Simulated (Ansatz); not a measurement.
# LaGe2Pb2 (element-swapped structure): how the settings move a single-point run

Aim: see which settings change the result for LaGe2Pb2 (element-swapped structure), by how much, and at what cost.

Computed with Ansatz 0.2.0 (reference: DFT PBE, plane waves, PAW, scalar-relativistic, no spin polarisation, unless a step's input says otherwise).

## Step 1: The system as given

It takes space group P4/mbm (No. 127, tetragonal). The conventional cell has a = 7.071 Å, b = 7.071 Å, c = 5.182 Å, α = 90.00°, β = 90.00°, γ = 90.00°. La (site symmetry 4/m) is surrounded by 8 Pb at 3.71 Å and 8 Ge at 3.77 Å. Ge (site symmetry m2m) has 3 Pb at 2.01 to 2.12 Å as nearest neighbours. Pb (site symmetry m2m) has 3 Ge at 2.01 to 2.12 Å as nearest neighbours.

As a file:

```xyz
10
Lattice="7.0708 0.0000 0.0000 0.0000 7.0708 0.0000 0.0000 0.0000 5.1816" Properties=species:S:1:pos:R:3 pbc="T T T"
La    0.0000    0.0000    0.0000
La    3.5354    3.5354    0.0000
Ge    2.5547    6.0901    2.5908
Ge    0.9807    2.5547    2.5908
Ge    4.5161    0.9807    2.5908
Ge    6.0901    4.5161    2.5908
Pb    1.1320    4.6674    2.5908
Pb    2.4034    1.1320    2.5908
Pb    5.9388    2.4034    2.5908
Pb    4.6674    5.9388    2.5908
```

## Step 2: The reference run

Contents of input.yaml:

```yaml
crystal:
  lattice:
    - [7.070796, 0.0, 0.0]
    - [0.0, 7.070796, 0.0]
    - [0.0, 0.0, 5.181629]
  atoms:
    - { symbol: La, position: [0.0, 0.0, 0.0] }
    - { symbol: La, position: [0.5, 0.5, 0.0] }
    - { symbol: Ge, position: [0.3613, 0.8613, 0.5] }
    - { symbol: Ge, position: [0.1387, 0.3613, 0.5] }
    - { symbol: Ge, position: [0.6387, 0.1387, 0.5] }
    - { symbol: Ge, position: [0.8613, 0.6387, 0.5] }
    - { symbol: Pb, position: [0.1601, 0.6601, 0.5] }
    - { symbol: Pb, position: [0.3399, 0.1601, 0.5] }
    - { symbol: Pb, position: [0.8399, 0.3399, 0.5] }
    - { symbol: Pb, position: [0.6601, 0.8399, 0.5] }
  symmetry: { tolerance: 0.0003 }
kpoints:
  mp_grid: { grid: [3, 3, 4], shift: [0, 0, 0] }
magnetization:
  spin_polarized: false
scf:
  occupations: { method: cold, width: 0.1913 }
hamiltonian:
  pseudopotentials: { kind: paw }
  xc: pbe
basis:
  ecutwfc: 420
output:
  forces: true
  stress: true
  eigenvalues: true
```

The run is started by

```console
ansatz run input.yaml --threads 1 --pin off --max-ram 2560MiB --backend cpu --events-out ev --progress --plain --runs-dir out
```

## Step 3: Changing settings: mp_grid.shift [0.5, 0.5, 0.5]

Edit input.yaml of step 2 so:

```diff
@@ -18,3 +18,3 @@
 kpoints:
-  mp_grid: { grid: [3, 3, 4], shift: [0, 0, 0] }
+  mp_grid: { grid: [3, 3, 4], shift: [0.5, 0.5, 0.5] }
 magnetization:
```

## Step 4: Changing settings: ecutwfc 350 eV

Edit input.yaml of step 2 so:

```diff
@@ -27,3 +27,3 @@
 basis:
-  ecutwfc: 420
+  ecutwfc: "350 eV"
 output:
```

## Step 5: Changed: xc pbesol

Edit input.yaml of step 2 so:

```diff
@@ -25,3 +25,3 @@
   pseudopotentials: { kind: paw }
-  xc: pbe
+  xc: pbesol
 basis:
```

## Step 6: The same system, input altered

Edit input.yaml of step 2 so:

```diff
@@ -22,3 +22,4 @@
 scf:
-  occupations: { method: cold, width: 0.1913 }
+  occupations: { method: fixed }
+  max_iter: 50
 hamiltonian:
```

(Steps that only read results are left out.)

**Question.** What will these runs give? Wanted: for each run, ending; energy change; pressure; gap; force.

The runs gave:

| run | ending | energy change | pressure (GPa) | gap (eV) | force (eV/Å) | cycles | time |
| --- | --- | --- | --- | --- | --- | --- | --- |
| reference | converged | 0 | 66.5 | 0.00 | 1.20 | 9 | 18 s |
| 1: mp_grid.shift [0.5, 0.5, 0.5] | converged | +13.2 meV/atom | 66.9 | 0.00 | 1.31 | 8 | 12 s |
| 2: ecutwfc 350 eV | converged | +6.2 meV/atom | 66.5 | 0.00 | 1.20 | 9 | 16 s |
| 3: xc pbesol | converged | not comparable | 62.4 | 0.00 | 1.11 | 9 | 18 s |
| 4: occupations.method fixed, width left out | converged | +24.9 meV/atom (σ→0) | 66.7 | 0.00 | 1.30 | 10 | 22 s |

Residual by cycle in the longest SCF loop of each run; runs are numbered as in the table. The quantity is the density residual dr2, in eV.

| cycle | reference | run 1 | run 2 | run 3 | run 4 |
| --- | --- | --- | --- | --- | --- |
| 1 | 0.271 | 0.207 | 0.27 | 0.285 | 0.313 |
| 2 | 0.178 | 0.151 | 0.177 | 0.19 | 0.0559 |
| 3 | 0.0166 | 0.0136 | 0.0166 | 0.0154 | 0.037 |
| 4 | 6.7e-4 | 6.6e-4 | 6.4e-4 | 6.4e-4 | 0.00663 |
| 5 | 2.1e-4 | 8.3e-5 | 2.0e-4 | 1.8e-4 | 0.00307 |
| 6 | 9.0e-6 | 9.7e-6 | 8.1e-6 | 9.9e-6 | 5.5e-4 |
| 7 | 1.0e-6 | 1.5e-6 | 8.2e-7 | 9.9e-7 | 3.5e-5 |
| 8 | 1.5e-7 | 9.8e-8 | 1.4e-7 | 1.2e-7 | 2.6e-6 |
| 9 | 1.1e-8 | - | 1.2e-8 | 8.3e-9 | 8.8e-7 |
| 10 | - | - | - | - | 2.8e-8 |

**Reading.** Run 4 forced a fixed filling on bands that overlap, as the log warns, so it is not on the ground state. Run 2 ran under the cutoff that the potentials recommend, as the log warns, so basis error is mixed into its values. The structure is not at rest: the sound run finds 66 GPa, so these are no properties of the relaxed crystal. 

The reference is no final answer either: its mesh is coarse for a cell with so small a gap or none; the structure is made up and not relaxed.
